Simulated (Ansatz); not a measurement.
# TaAl3: response to biaxial strain in the a-b plane

An exercise on one series of results from a longer session: the logs are not shown, and one member is left open.

Program: Ansatz 0.2.0. Level of theory: DFT r2SCAN, scalar-relativistic, plane waves, PAW. These are calculated values, not measurements.

2 further runs of the same task are left out: 2 set aside as unsound or not needed.

## The starting structure

It takes space group I4/mmm (No. 139, tetragonal). Conventional cell: a = 3.836 Å, b = 3.836 Å, c = 8.504 Å, α = 90.00°, β = 90.00°, γ = 90.00°. Ta (site symmetry 4/mmm) is surrounded by 12 Al at 2.71 to 2.86 Å. Al (site symmetry 4/mmm) is surrounded by 4 Ta at 2.71 Å and 8 Al at 2.86 Å. Al (site symmetry -4m2) has 8 Al at 2.71 to 2.86 Å and 4 Ta at 2.86 Å as nearest neighbours.

As a file:

```
CELL_PARAMETERS angstrom
3.83604 0.00000 0.00000
0.00000 3.83604 0.00000
0.00000 0.00000 8.50418
ATOMIC_POSITIONS crystal
Ta 0.50000 0.50000 0.00000
Ta 0.00000 0.00000 0.50000
Al 0.00000 0.00000 0.00000
Al 0.00000 0.50000 0.25000
Al 0.50000 0.00000 0.25000
Al 0.50000 0.50000 0.50000
Al 0.50000 0.00000 0.75000
Al 0.00000 0.50000 0.75000
```

Set-up of the first run:

Contents of input.yaml:

```yaml
crystal:
  lattice:
    - [3.8360379028, 0.0, 0.0]
    - [0.0, 3.8360379028, 0.0]
    - [0.0, 0.0, 8.5041775679]
  atoms:
    - { symbol: Ta, position: [0.5, 0.5, 0.0] }
    - { symbol: Ta, position: [0.0, 0.0, 0.5] }
    - { symbol: Al, position: [0.0, 0.0, 0.0] }
    - { symbol: Al, position: [0.0, 0.5, 0.25] }
    - { symbol: Al, position: [0.5, 0.0, 0.25] }
    - { symbol: Al, position: [0.5, 0.5, 0.5] }
    - { symbol: Al, position: [0.5, 0.0, 0.75] }
    - { symbol: Al, position: [0.0, 0.5, 0.75] }
basis:
  ecutwfc: 500
kpoints:
  mp_grid: { grid: [10, 10, 4] }
hamiltonian:
  xc: r2scan
scf:
  occupations: { method: gaussian, width: 0.1 }
output:
  forces: true
  stress: true
  eigenvalues: true
```

Launch:

```console
> ansatz run input.yaml --threads 1 --pin off --max-ram 2560MiB --backend cpu --events-out ev --progress --plain --runs-dir out
```

Steps of the session up to this table: Zero strain; At -1.5 %; At +1.5 %; Strain -3.0 %; At +3.0 %; At -4.5 %; Strain +4.5 %.

One table of the session follows, with a row left open; its other results are not shown here.

Lengths are those of the vectors of the cell that was run; stresses in GPa:

| strain (%) | ΔE (meV/atom) | a (Å) | b (Å) | c (Å) |
| --- | --- | --- | --- | --- |
| -4.5 | 78.4 | 3.663 | 3.663 | 8.648 |
| -3.0 | 33.1 | 3.721 | 3.721 | 8.602 |
| -1.5 | 7.8 | 3.778 | 3.778 | 8.555 |
| +0.0 | 0.0 | 3.836 | 3.836 | 8.504 |
| +1.5 | 7.6 | 3.894 | 3.894 | 8.455 |
| +3.0 | ? | ? | ? | ? |
| +4.5 | 61.1 | 4.009 | 4.009 | 8.346 |

**Question.** Estimate the row for strain (%) = +3.0.

Worked estimate for «ΔE (meV/atom)». A straight line through the neighbours (1.5, 7.6) and (4.5, 61.1) gives 7.6 + (61.1 − 7.6) × (3.0 − 1.5) / (4.5 − 1.5) = 34.4; a parabola fitted to 3 rows on both sides gives 28.0.

As computed: ΔE (meV/atom): 28.6; a (Å): 3.951; b (Å): 3.951; c (Å): 8.402. In «ΔE (meV/atom)» the line misses by +5.8 and the parabola by -0.6.

ΔE is over the unstrained cell. Stress in GPa, positive in compression, on the Cartesian axes of the input. 
